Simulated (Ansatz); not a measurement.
The system is ZnH.

```
Zn H
1.0
     0.00000    2.21594    2.21594
     2.21594    0.00000    2.21594
     2.21594    2.21594    0.00000
Zn H
1 1
Direct
  0.00000 0.00000 0.00000
  0.25000 0.25000 0.25000
```

The cell was built by a generator and needn't be a form met in nature.

Program: Ansatz 0.2.0. Alike in all runs: task band structure; potentials or basis Ansatz PAW; no spin polarisation; cell as given; k mesh 10 × 10 × 10; smearing fermi-dirac 0.05 eV.

Problem. Order these runs on this cell by their pressure, lowest first.
A. level revPBE; cutoff (eV) 420
B. level BLYP; cutoff (eV) 420
C. level LDA; cutoff (eV) 420
D. level r2SCAN; cutoff (eV) 500

Solution. C (-5.2 GPa), D (-2.7 GPa), A (1.7 GPa), B (5.2 GPa).

Caveats: the PAW data sets come from PBE, with cores solved anew for the run's functional, which leaves a small shift of forces and pressure.

Runs at the PBE level aren't shown here.
